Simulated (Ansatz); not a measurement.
**CuI: rigid scan of one bond length, by script**

How does the energy of CuI change as one bond is stretched? A script is to give a rigid scan of one bond length; the system is CuI.

Program: Ansatz 0.2.0 through its Python package. Level of theory: PBE0/def2-TZVP. These are calculated values, not measurements.

## Step 1: The structure

Bond lengths: Cu1–I2 2.445 Å.

The script holds or builds the structure itself.

## Step 2: The script

run_scan.py reads:

```python
"""Potential curve of CuI along one bond."""

import warnings

import ansatz as az
from ase import Atoms
from ase.data import atomic_masses, atomic_numbers
import numpy as np

warnings.simplefilter("ignore", az.DeckWarning)

atoms = Atoms(["Cu", "I"], positions=[
    [0.0, 0.0, 0.0],
    [0.0, 0.0, 2.445],
])
molecule = az.Crystal.molecule_from_ase(atoms)

symbols = [site.symbol for site in molecule.cartesian_sites]
start = np.array([site.position_ang for site in molecule.cartesian_sites])
axis = (start[1] - start[0]) / np.linalg.norm(start[1] - start[0])
moving = [1]
lengths, energies = [2.152, 2.249, 2.347, 2.445, 2.543, 2.641, 2.738, 2.885], []
for length in lengths:
    xyz = start.copy()
    xyz[moving] += (length - np.linalg.norm(start[1] - start[0])) * axis
    point = az.Crystal.molecule()
    for symbol, xyz in zip(symbols, xyz):
        point = point.atom(symbol, xyz.tolist())
    calculation = (
        point.calculation()
        .basis(gaussian="def2-TZVP")
        .functional("pbe0")
    )
    rep = calculation.run(threads=1).report
    energies.append(rep["free_energy_ev"])
    print(f"r = {length:6.3f} A  E = {energies[-1]:.5f} eV  <S^2> = {abs(rep['mean_field']['state']['spin_squared']):.3f}")

# quartic fit about the minimum
fit = np.polynomial.Polynomial.fit(lengths, np.array(energies) - min(energies), 4).convert()
roots = [r.real for r in fit.deriv().roots() if abs(r.imag) < 1e-9 and fit.deriv(2)(r.real) > 0]
r_e = min(roots, key=lambda r: abs(r - lengths[int(np.argmin(energies))]))
print(f"minimum of the fit at {r_e:.4f} A, force constant {fit.deriv(2)(r_e):.2f} eV/A^2")
m1, m2 = (atomic_masses[atomic_numbers[s]] for s in symbols)
mu = m1 * m2 / (m1 + m2)
print(f"harmonic wavenumber {521.4709 * np.sqrt(fit.deriv(2)(r_e) / mu):.0f} 1/cm, rotational constant {16.857629 / (mu * r_e ** 2):.4f} 1/cm")
```

## Step 3: What the engine is handed

The package turns the script's settings into the engine's input (first run):

```yaml
crystal:
  periodic: [false, false, false]
  atoms:
    - { symbol: Cu, position_ang: [0.0, 0.0, 0.0] }
    - { symbol: I, position_ang: [0.0, 0.0, 2.152] }
basis:
  gaussian:
    orbitals: def2-TZVP
hamiltonian:
  xc: pbe0
```

## Step 4: The run

Launch:

```
$ python run_scan.py
```

**Question.** Where along the scan is the Cu-I distance of lowest energy, and how steep are the two sides?

**Answer**, as computed:

| quantity | value |
| --- | --- |
| bond length at the fit's minimum | 2.3764 Å |
| runs compared | 8 |
| range of energy | 0.684 eV |
| lowest point, distance (Å) | 2.35 |

In words: The lowest point is at 2.347 Å. At the shortest distance (2.15 Å) the energy is 0.34 eV higher, at the longest (2.88 Å) 0.68 eV. Caveats:
- The basis set is modest, and single-reference methods fail as a bond breaks.
- def2 sets replace the cores of elements past krypton by effective core potentials.
- The orbitals are restricted, so S² is zero by construction.
- The spin state was assumed, and another may lie lower.
